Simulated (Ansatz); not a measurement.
# BFGaH3O: the cost of one run

Program: Ansatz 0.2.0. Level of theory: RKS r2SCAN-D4/def2-SVP. These are calculated values, not measurements.

### 1 Starting point

Bond lengths: B1–Ga2 2.057 Å, Ga2–O3 1.735 Å, Ga2–F4 1.786 Å, B1–H5 1.164 Å, B1–H6 1.164 Å, O3–H7 0.955 Å. Angles: B1–Ga2–O3 122.7°, B1–Ga2–F4 125.1°, O3–Ga2–F4 112.2°, Ga2–B1–H5 120.2°, Ga2–B1–H6 120.0°, H5–B1–H6 119.9°, Ga2–O3–H7 135.3°.

Coordinates:

```xyz
7

B    -0.8489    1.3228   -0.0908
Ga   -0.0075   -0.5529   -0.0346
O     1.6791   -0.8151    0.2788
F    -0.8933   -2.0832   -0.2882
H    -0.9075    1.9073   -1.0956
H    -1.2675    1.8018    0.8840
H     2.2457   -1.5807    0.3464
```

### 2 End point A

The input, input.yaml:

```yaml
crystal:
  periodic: [false, false, false]
  atoms:
    - { symbol: B, position_ang: [-0.8489, 1.32281, -0.09084] }
    - { symbol: Ga, position_ang: [-0.00754, -0.55291, -0.03457] }
    - { symbol: O, position_ang: [1.67913, -0.81512, 0.27884] }
    - { symbol: F, position_ang: [-0.89329, -2.08322, -0.28822] }
    - { symbol: H, position_ang: [-0.90755, 1.90733, -1.0956] }
    - { symbol: H, position_ang: [-1.26753, 1.80184, 0.88399] }
    - { symbol: H, position_ang: [2.24569, -1.58073, 0.3464] }
basis:
  gaussian: { orbitals: def2-SVP }
hamiltonian:
  xc: r2scan
  dispersion: d4
relax:
  f_tol: 0.015
  max_steps: 40
```

Started as:

```
$ ansatz run input.yaml --threads 2 --pin off --max-ram 3072MiB --backend cpu --events-out ev --progress --plain --runs-dir out
```

Q: Estimate wall time and peak memory on 2 threads of Arm Neoverse N1, shared host.

About 39 s, with a peak of 0.16 GiB.
